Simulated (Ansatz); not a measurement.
# CH2Br radical (SMILES [CH2]Br): functionals against CCSD(T) at one geometry

The atoms stand at a structure displaced at random from a GFN2-xTB minimum. How far do the functionals agree with CCSD(T) there?

The runs use Ansatz 0.2.0, Gaussian basis; single points in def2-TZVPP.

Correlated methods freeze the cores. Filled d shells of the heavier atoms are correlated. Orbitals are unrestricted. B3LYP uses VWN-RPA correlation.

**1. The starting structure**

4 atoms, charge 0, spin multiplicity 2.

Atoms are counted from 1 here; the program's logs count them from 0.

Bond lengths: C1–Br2 1.860 Å, C1–H3 1.037 Å, C1–H4 1.093 Å. Angles: Br2–C1–H3 118.8°, Br2–C1–H4 116.9°, H3–C1–H4 124.1°.

Geometry (Å):

```xyz
4
charge 0, multiplicity 2
C     0.00300   -0.18790   -0.13960
Br    0.17120    1.38140    0.84410
H    -0.36520   -0.13400   -1.10720
H     0.22470   -1.12320    0.37970
```

**2. CCSD(T)/def2-TZVPP**

run/in.yaml reads:

```yaml
crystal:
  periodic: [false, false, false]
  atoms:
    - {symbol: C, position_ang: [0.003000, -0.187900, -0.139600]}
    - {symbol: Br, position_ang: [0.171200, 1.381400, 0.844100]}
    - {symbol: H, position_ang: [-0.365200, -0.134000, -1.107200]}
    - {symbol: H, position_ang: [0.224700, -1.123200, 0.379700]}
basis:
  gaussian: {orbitals: def2-TZVPP}
magnetization: {spin_polarized: true, initial_magnetization: 1}
correlation: {method: ccsd_t}
scf: {omitted_lower_state_checks: [cluster_reference]}
output: {forces: true}
```

The command line of these runs was not kept.

**3. PBE0-D4/def2-TZVPP**

Changes to run/in.yaml since step 2:

```diff
@@ -10,4 +10,3 @@
 magnetization: {spin_polarized: true, initial_magnetization: 1}
-correlation: {method: ccsd_t}
-scf: {omitted_lower_state_checks: [cluster_reference]}
-output: {forces: true}
+hamiltonian: {xc: pbe0, dispersion: d4}
+output: {forces: true, orbitals: {seedname: orbitals}}
```

**4. wB97M-V/def2-TZVPP**

Changes to run/in.yaml since step 3:

```diff
@@ -10,3 +10,3 @@
 magnetization: {spin_polarized: true, initial_magnetization: 1}
-hamiltonian: {xc: pbe0, dispersion: d4}
-output: {forces: true, orbitals: {seedname: orbitals}}
+hamiltonian: {xc: {name: wB97M-V}}
+output: {forces: true}
```

**5. r2SCAN-D4/def2-TZVPP**

Changes to run/in.yaml since step 4:

```diff
@@ -10,3 +10,3 @@
 magnetization: {spin_polarized: true, initial_magnetization: 1}
-hamiltonian: {xc: {name: wB97M-V}}
+hamiltonian: {xc: r2scan, dispersion: d4}
 output: {forces: true}
```

**6. PBE-D4/def2-TZVPP**

Changes to run/in.yaml since step 5:

```diff
@@ -10,3 +10,3 @@
 magnetization: {spin_polarized: true, initial_magnetization: 1}
-hamiltonian: {xc: r2scan, dispersion: d4}
+hamiltonian: {xc: pbe, dispersion: d4}
 output: {forces: true}
```

**7. revPBE-D4/def2-TZVPP**

Changes to run/in.yaml since step 6:

```diff
@@ -10,3 +10,3 @@
 magnetization: {spin_polarized: true, initial_magnetization: 1}
-hamiltonian: {xc: pbe, dispersion: d4}
+hamiltonian: {xc: {name: revPBE}, dispersion: d4}
 output: {forces: true}
```

**8. B3LYP-D4/def2-TZVPP**

Changes to run/in.yaml since step 7:

```diff
@@ -10,3 +10,3 @@
 magnetization: {spin_polarized: true, initial_magnetization: 1}
-hamiltonian: {xc: {name: revPBE}, dispersion: d4}
+hamiltonian: {xc: {name: B3LYP}, dispersion: d4}
 output: {forces: true}
```

(Steps that only read results are left out.)

Q: Predict the outcome of this session. Wanted: energy less free atoms, CCSD(T)/def2-TZVPP; RMS force component; RMS force error; HOMO and LUMO, PBE0-D4; T1 diagnostic.

The runs gave:

| quantity | value |
| --- | --- |
| energy less free atoms, CCSD(T)/def2-TZVPP | -1125.3 kJ/mol |
| RMS force component | 0.769 to 0.839 eV/Å over the methods |
| RMS force error | PBE0-D4 0.086, wB97M-V 0.054, r2SCAN-D4 0.025, PBE-D4 0.133, revPBE-D4 0.148, B3LYP-D4 0.064 eV/Å |
| HOMO and LUMO, PBE0-D4 | -6.38 and -1.93 eV |
| T1 diagnostic | 0.014 |

Against CCSD(T) the functionals' energies less atoms differ by -67.9 to -24.4 kJ/mol, PBE-D4 by -67.9 kJ/mol. A larger basis would deepen the CCSD(T) value, while the functionals are nearly converged already, so the order here is not reliable. For forces r2SCAN-D4 does best and revPBE-D4 worst. Frozen-core CCSD(T) forces in triple zeta carry basis errors of their own, and this is one geometry, so small gaps rank nothing.
